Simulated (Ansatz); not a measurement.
Set up this calculation in Ansatz 0.2.0, as the native input.

```
Task                : single point
Functional          : PBEsol
Potentials or basis : Ansatz PAW earlier set
Cutoff              : 844 eV (not typed: the program's choice for these potentials)
k mesh              : 11 × 11 × 11
Occupations         : fermi-dirac, width 0.05 eV
Spin                : collinear spin, ferromagnetic start
Starting moments    : [3.0, 3.0, 3.0, 3.0, 0.0] μB
```

Crystal: Fe4Si.

```
CELL_PARAMETERS angstrom
0.00000 2.02761 9.46634
1.52190 0.00000 9.46634
1.52190 2.02761 0.00000
ATOMIC_POSITIONS crystal
Fe 0.59407 0.59407 0.40593
Fe 0.19797 0.19797 0.80203
Fe 0.80203 0.80203 0.19797
Fe 0.40593 0.40593 0.59407
Si 0.00000 0.00000 0.00000
```

The cell comes from a database or a generator and needn't be the stable form of this composition.

One way to write it, as run:

input.yaml

```yaml
crystal:
  lattice:
    - [0.0, 2.02761, 9.466341]
    - [1.521904, 0.0, 9.466341]
    - [1.521904, 2.02761, 0.0]
  atoms:
    - { symbol: Fe, position: [0.594069, 0.594069, 0.405931], spin: 3.0 }
    - { symbol: Fe, position: [0.197971, 0.197971, 0.802029], spin: 3.0 }
    - { symbol: Fe, position: [0.802029, 0.802029, 0.197971], spin: 3.0 }
    - { symbol: Fe, position: [0.405931, 0.405931, 0.594069], spin: 3.0 }
    - { symbol: Si, position: [0.0, 0.0, 0.0] }
hamiltonian:
  xc: pbesol
  pseudopotentials: { kind: paw, source: ansatz }
magnetization:
  spin_polarized: true
kpoints:
  mp_grid: { grid: [11, 11, 11] }
scf:
  occupations: { method: fermi_dirac, width: 0.05 }
output:
  forces: true
  stress: true
  eigenvalues: true
```

Potentials or basis: Ansatz PAW earlier set.

Launch:

```sh
$ ansatz run input.yaml --threads 2 --pin off --max-ram 5632MiB --backend cpu --events-out ev --progress --plain --runs-dir out
```

Results of the run:

```json
{"Pressure": "-9.2 GPa", "Largest force": "0.062 eV/Å", "Band gap on the k mesh": "none (metal or under the smearing width)", "Net moment": "8.81 μB per cell", "Absolute moment": "9.37 μB per cell", "Site moments": "Fe +1.91, +2.57; Si -0.06 μB"}
```

Caveat: the PAW data sets come from PBE, with cores solved anew for the run's functional, which leaves a small shift of forces and pressure.

Run time: 110 s on 2 threads of AMD EPYC 7R43 64-Core Processor (Zen 3), with other jobs on the host, peak memory 2.1 GiB.
